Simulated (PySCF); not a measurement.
# B9SbH9−: NMR shieldings

What do calculations give for the NMR shieldings of B9SbH9−?

Computed with PySCF 2.14.0 and routines of our own; the level stands in each step. Atoms count from 0.

### 1 The starting structure

19 atoms, charge -1, multiplicity 1; geometry from: GFN2-xTB.

### 2 NMR shieldings: PBE0/pcSseg-1 Sb:us-x2c-TZVPall-2c, spin–orbit

The job: settings as JSON, then the geometry in Å.

```
{"job": {"kind": "hnmr", "xc": "PBE0", "basis": {"default": "pcSseg-1", "Sb": "us-x2c-TZVPall-2c"}, "rel": "so"}, "charge": -1, "multiplicity": 1}
B      0.192090     0.677850    -1.408420
B     -0.244440     0.974860     1.212450
B      1.291900     0.893410     0.113300
B      1.091700    -0.633870    -0.699290
B     -0.750300    -0.727760    -0.994500
B      0.787330    -0.426110     1.131570
Sb    -0.086650     2.680700    -0.318760
B     -1.054400    -0.520500     0.836740
B      0.052110    -1.640700     0.194360
B     -1.344770     0.758850    -0.308490
H      0.363140     0.932870    -2.561530
H     -0.440350     1.482340     2.274340
H      2.393990     1.331030     0.246540
H      2.011440    -1.115240    -1.296110
H     -1.385790    -1.287260    -1.840500
H      1.449430    -0.734210     2.079660
H     -1.945970    -0.906450     1.536440
H      0.090420    -2.822990     0.334590
H     -2.470870     1.083190    -0.532420
```

Method: PBE0/pcSseg-1 Sb:us-x2c-TZVPall-2c GIAO NMR shielding, X2C with spin-orbit coupling, screened-nuclear two-electron part, Gaussian nuclei, gas phase.

Command:

```console
OMP_NUM_THREADS=1 python heavy_run.py task.json out
```

The driver reads the jobs from task.json and runs them one after another.

What it wrote:

```text
spin-free SCF
coarse grid: 76896 points
cycle   1  E = -6709.1909938085  dE =  2.474e+00  |g| = 8.770e-01  |ddm| = 1.460e+01
cycle   2  E = -6707.8335157222  dE =  1.357e+00  |g| = 2.232e+00  |ddm| = 4.060e+00
cycle   3  E = -6709.4405222771  dE = -1.607e+00  |g| = 1.917e-01  |ddm| = 3.096e+00
cycle   4  E = -6709.4392958263  dE =  1.226e-03  |g| = 2.031e-01  |ddm| = 5.659e-01
cycle   5  E = -6709.4515605911  dE = -1.226e-02  |g| = 3.308e-02  |ddm| = 3.017e-01
cycle   6  E = -6709.4517561640  dE = -1.956e-04  |g| = 5.112e-03  |ddm| = 3.516e-02
cycle   7  E = -6709.4517622490  dE = -6.085e-06  |g| = 2.139e-03  |ddm| = 8.672e-03
final grid: 163264 points
cycle   8  E = -6709.4500559527  dE =  8.955e-08  |g| = 3.095e-03  |ddm| = 8.388e-03
cycle   9  E = -6709.4500513197  dE =  4.633e-06  |g| = 5.080e-03  |ddm| = 8.345e-03
cycle  10  E = -6709.4500573352  dE = -6.016e-06  |g| = 9.625e-04  |ddm| = 6.197e-03
cycle  11  E = -6709.4500575509  dE = -2.157e-07  |g| = 3.662e-04  |ddm| = 1.578e-03
cycle  12  E = -6709.4500575870  dE = -3.605e-08  |g| = 1.757e-04  |ddm| = 7.348e-04
cycle  13  E = -6709.4500575949  dE = -7.913e-09  |g| = 1.096e-05  |ddm| = 2.475e-04
converged SCF energy = -6709.4500575949
two-component SCF
cycle   1  E = -6708.7165821242  dE = -6.709e+03  |FDS-SDF| = 4.860e+01
cycle   2  E = -6710.3937472923  dE = -1.677e+00  |FDS-SDF| = 3.448e-01
cycle   3  E = -6710.3943273484  dE = -5.801e-04  |FDS-SDF| = 1.043e-02
cycle   4  E = -6710.3943558001  dE = -2.845e-05  |FDS-SDF| = 6.093e-03
cycle   5  E = -6710.3943614269  dE = -5.627e-06  |FDS-SDF| = 3.397e-03
cycle   6  E = -6710.3943655067  dE = -4.080e-06  |FDS-SDF| = 1.386e-03
cycle   7  E = -6710.3943668082  dE = -1.301e-06  |FDS-SDF| = 4.200e-04
cycle   8  E = -6710.3943669472  dE = -1.391e-07  |FDS-SDF| = 1.001e-04
cycle   9  E = -6710.3943669545  dE = -7.234e-09  |FDS-SDF| = 5.008e-05
converged, E = -6710.3943669545

Field gradients (au) and densities at the nuclei (bohr^-3)
atom        Vxx        Vyy        Vzz        centre      nuclear mean
  0 B      0.0531     0.0861    -0.1391         64.479         64.479
  1 B      0.0534     0.0859    -0.1392         64.479         64.479
  2 B      0.0534     0.0858    -0.1392         64.479         64.479
  3 B     -0.0421    -0.0949     0.1370         64.462         64.462
  4 B     -0.0423    -0.0951     0.1375         64.462         64.462
  5 B     -0.0419    -0.0951     0.1370         64.462         64.462
  6 Sb     0.1327     0.1840    -0.3166     190777.572     189341.491
  7 B     -0.0421    -0.0949     0.1370         64.462         64.462
  8 B      0.0592     0.0595    -0.1187         64.533         64.533
  9 B      0.0532     0.0860    -0.1392         64.480         64.480
 10 H     -0.1117    -0.1188     0.2306          0.370          0.370
 11 H     -0.1118    -0.1189     0.2307          0.370          0.370
 12 H     -0.1117    -0.1189     0.2306          0.370          0.370
 13 H     -0.1088    -0.1177     0.2265          0.370          0.370
 14 H     -0.1090    -0.1180     0.2271          0.370          0.370
 15 H     -0.1092    -0.1181     0.2272          0.370          0.370
 16 H     -0.1089    -0.1178     0.2267          0.370          0.370
 17 H     -0.1172    -0.1172     0.2345          0.372          0.372
 18 H     -0.1118    -0.1190     0.2308          0.370          0.370
without picture change
  6 Sb                          -0.3539                    394862.993

Core orbital energies (eV)
atom   shell        mean    spread
  6 Sb 1s       -30339.612   0.000
  6 Sb 2s        -4637.100   0.000
  6 Sb 3s         -916.120   0.000
  6 Sb 4s         -151.478   0.000
  6 Sb 2p1/2     -4334.593   0.000
  6 Sb 2p3/2     -4083.288   0.003
  6 Sb 3p1/2      -792.340   0.000
  6 Sb 3p3/2      -745.481   0.099
  6 Sb 4p1/2      -109.077   0.000
  6 Sb 4p3/2      -100.381   0.016
  6 Sb 3d3/2      -527.339   0.013
  6 Sb 3d5/2      -517.776   0.016
  6 Sb 4d3/2       -32.868   0.003
  6 Sb 4d5/2       -31.613   0.015

Shielding tensors (ppm)
atom      isotropic    diamagn.    paramagn.     s11        s22        s33       span
  0 B       129.27      194.35      -65.08      91.51     123.87     172.42      80.92
  1 B       129.31      194.32      -65.01      91.55     123.96     172.41      80.85
  2 B       129.28      194.35      -65.07      91.59     123.93     172.31      80.72
  3 B       129.56      195.68      -66.12     104.80     129.35     154.53      49.73
  4 B       129.52      195.67      -66.15     104.71     129.27     154.58      49.87
  5 B       129.57      195.65      -66.08     104.78     129.43     154.51      49.73
  6 Sb     4321.71     4860.60     -538.89    4241.81    4358.36    4364.95     123.14
  7 B       129.59      195.67      -66.08     104.83     129.38     154.56      49.73
  8 B        61.00      193.30     -132.30      57.04      62.92      63.05       6.01
  9 B       129.30      194.34      -65.04      91.56     123.87     172.48      80.92
 10 H        30.20       29.45        0.75      22.13      26.18      42.30      20.16
 11 H        30.21       29.45        0.76      22.13      26.18      42.31      20.18
 12 H        30.21       29.45        0.76      22.14      26.18      42.30      20.17
 13 H        30.02       28.87        1.15      23.43      25.47      41.16      17.72
 14 H        30.04       28.88        1.15      23.45      25.49      41.17      17.72
 15 H        30.03       28.88        1.15      23.44      25.48      41.18      17.73
 16 H        30.02       28.87        1.15      23.43      25.47      41.16      17.73
 17 H        23.30       29.90       -6.60      19.37      19.38      31.14      11.77
 18 H        30.21       29.45        0.76      22.14      26.19      42.31      20.17
```

Run time: 16 min. Hardware: 1 thread of AMD EPYC, shared host; peak memory 2.1 GiB.

Key values:

```tsv
quantity	value
energy from spin-orbit coupling	-0.9443 Eh
```

### 3 NMR shieldings: PBE0/pcSseg-1 Sb:us-x2c-TZVPall-2c, spin-free

Settings changed since step 2:

```diff
@@ -1,2 +1,2 @@
-{"job": {"kind": "hnmr", "xc": "PBE0", "basis": {"default": "pcSseg-1", "Sb": "us-x2c-TZVPall-2c"}, "rel": "so"}, "charge": -1, "multiplicity": 1}
+{"job": {"kind": "hnmr", "xc": "PBE0", "basis": {"default": "pcSseg-1", "Sb": "us-x2c-TZVPall-2c"}, "rel": "sf"}, "charge": -1, "multiplicity": 1}
 B      0.192090     0.677850    -1.408420
```

With the program's defaults for keys left out, this is: PBE0/pcSseg-1 Sb:us-x2c-TZVPall-2c GIAO NMR shielding, spin-free X2C, Gaussian nuclei, gas phase.

What it wrote:

```text
spin-free SCF
coarse grid: 76896 points
cycle   1  E = -6709.1909938085  dE =  2.474e+00  |g| = 8.770e-01  |ddm| = 1.460e+01
cycle   2  E = -6707.8335157222  dE =  1.357e+00  |g| = 2.232e+00  |ddm| = 4.060e+00
cycle   3  E = -6709.4405222771  dE = -1.607e+00  |g| = 1.917e-01  |ddm| = 3.096e+00
cycle   4  E = -6709.4392958263  dE =  1.226e-03  |g| = 2.031e-01  |ddm| = 5.659e-01
cycle   5  E = -6709.4515605911  dE = -1.226e-02  |g| = 3.308e-02  |ddm| = 3.017e-01
cycle   6  E = -6709.4517561640  dE = -1.956e-04  |g| = 5.112e-03  |ddm| = 3.516e-02
cycle   7  E = -6709.4517622490  dE = -6.085e-06  |g| = 2.139e-03  |ddm| = 8.672e-03
final grid: 163264 points
cycle   8  E = -6709.4500559527  dE =  8.955e-08  |g| = 3.095e-03  |ddm| = 8.388e-03
cycle   9  E = -6709.4500513197  dE =  4.633e-06  |g| = 5.080e-03  |ddm| = 8.345e-03
cycle  10  E = -6709.4500573352  dE = -6.016e-06  |g| = 9.625e-04  |ddm| = 6.197e-03
cycle  11  E = -6709.4500575509  dE = -2.157e-07  |g| = 3.662e-04  |ddm| = 1.578e-03
cycle  12  E = -6709.4500575870  dE = -3.605e-08  |g| = 1.757e-04  |ddm| = 7.348e-04
cycle  13  E = -6709.4500575949  dE = -7.913e-09  |g| = 1.096e-05  |ddm| = 2.475e-04
converged SCF energy = -6709.4500575949
check of the scalar solution
cycle   1  E = -6709.4500575949  dE = -6.709e+03  |FDS-SDF| = 4.963e+00
cycle   2  E = -6709.4512594099  dE = -1.202e-03  |FDS-SDF| = 3.378e-03
cycle   3  E = -6709.4512594108  dE = -8.713e-10  |FDS-SDF| = 8.884e-05
converged, E = -6709.4512594108

Field gradients (au) and densities at the nuclei (bohr^-3)
atom        Vxx        Vyy        Vzz        centre      nuclear mean
  0 B      0.0528     0.0863    -0.1390         64.479         64.479
  1 B      0.0531     0.0861    -0.1391         64.479         64.479
  2 B      0.0531     0.0860    -0.1391         64.479         64.479
  3 B     -0.0422    -0.0949     0.1371         64.462         64.462
  4 B     -0.0424    -0.0951     0.1376         64.462         64.462
  5 B     -0.0420    -0.0951     0.1371         64.462         64.462
  6 Sb     0.1409     0.1920    -0.3329     190658.603     189222.521
  7 B     -0.0422    -0.0949     0.1371         64.462         64.462
  8 B      0.0593     0.0595    -0.1188         64.533         64.533
  9 B      0.0529     0.0862    -0.1391         64.479         64.479
 10 H     -0.1117    -0.1189     0.2306          0.370          0.370
 11 H     -0.1118    -0.1190     0.2308          0.370          0.370
 12 H     -0.1117    -0.1189     0.2306          0.370          0.370
 13 H     -0.1088    -0.1177     0.2265          0.370          0.370
 14 H     -0.1090    -0.1180     0.2271          0.370          0.370
 15 H     -0.1092    -0.1181     0.2272          0.370          0.370
 16 H     -0.1089    -0.1178     0.2267          0.370          0.370
 17 H     -0.1172    -0.1172     0.2345          0.372          0.372
 18 H     -0.1118    -0.1190     0.2308          0.370          0.370
without picture change
  6 Sb                          -0.3745                    394877.811

Core orbital energies (eV)
atom   shell        mean    spread
  6 Sb 1s       -30341.328   0.000
  6 Sb 2s        -4637.452   0.000
  6 Sb 3s         -916.213   0.000
  6 Sb 4s         -151.507   0.000
  6 Sb 2p        -4163.945   0.004
  6 Sb 3p         -760.568   0.162
  6 Sb 4p         -103.188   0.028
  6 Sb 3d         -521.645   0.018
  6 Sb 4d          -32.132   0.019

Shielding tensors (ppm)
atom      isotropic    diamagn.    paramagn.     s11        s22        s33       span
  0 B       127.79      194.11      -66.31      93.10     119.04     171.24      78.14
  1 B       127.83      194.08      -66.25      93.15     119.13     171.21      78.06
  2 B       127.81      194.11      -66.30      93.20     119.11     171.11      77.92
  3 B       129.92      195.40      -65.48     103.55     128.81     157.39      53.83
  4 B       129.88      195.39      -65.51     103.47     128.74     157.43      53.97
  5 B       129.93      195.37      -65.44     103.54     128.90     157.36      53.82
  6 Sb     3357.34     5284.32    -1926.98    3333.09    3365.91    3373.03      39.94
  7 B       129.95      195.39      -65.44     103.59     128.84     157.42      53.83
  8 B        62.84      192.88     -130.04      52.96      67.72      67.83      14.88
  9 B       127.83      194.10      -66.28      93.14     119.04     171.29      78.15
 10 H        30.44       29.43        1.01      22.20      26.70      42.42      20.22
 11 H        30.45       29.43        1.01      22.20      26.70      42.44      20.24
 12 H        30.44       29.43        1.01      22.21      26.70      42.43      20.22
 13 H        30.47       28.87        1.60      24.62      25.67      41.11      16.49
 14 H        30.48       28.88        1.60      24.63      25.68      41.12      16.49
 15 H        30.48       28.88        1.60      24.63      25.68      41.13      16.50
 16 H        30.47       28.87        1.60      24.62      25.67      41.12      16.50
 17 H        25.99       29.90       -3.91      23.10      23.11      31.77       8.67
 18 H        30.45       29.44        1.01      22.21      26.70      42.43      20.22
```

Wall time 5.4 min (1 thread of AMD EPYC, shared host); peak memory 1.5 GiB.

### 4 Shieldings side by side

```tsv
run	Sb6	H17	B8	B1	B9	B2	B0	time
step 2, PBE0/pcSseg-1 Sb:us-x2c-TZVPall-2c, spin–orbit	4321.7	23.3	61.0	129.3	129.3	129.3	129.3	16 min
step 3, PBE0/pcSseg-1 Sb:us-x2c-TZVPall-2c, spin-free	3357.3	26.0	62.8	127.8	127.8	127.8	127.8	5.4 min
```

### 5 Outcome

| quantity | value |
| --- | --- |
| energy from spin-orbit coupling (step 2, PBE0/pcSseg-1 Sb:us-x2c-TZVPall-2c, spin–orbit) | -0.9443 Eh |
| shieldings (step 2, PBE0/pcSseg-1 Sb:us-x2c-TZVPall-2c, spin–orbit) | B0 129.3, B1 129.3, B2 129.3, B3 129.6, B4 129.5, B5 129.6, Sb6 4321.7, B7 129.6, B8 61.0, B9 129.3 ppm |
| shieldings (step 3, PBE0/pcSseg-1 Sb:us-x2c-TZVPall-2c, spin-free) | B0 127.8, B1 127.8, B2 127.8, B3 129.9, B4 129.9, B5 129.9, Sb6 3357.3, B7 129.9, B8 62.8, B9 127.8 ppm |

A contracted two-component basis is stiff near heavy nuclei, so the absolute shieldings of the heavy atoms from it are rough. In step 2, Sb6 has the widest tensor, 123 ppm. Sb6 moves most between the runs, by 964 ppm; the labels say what changes from run to run.
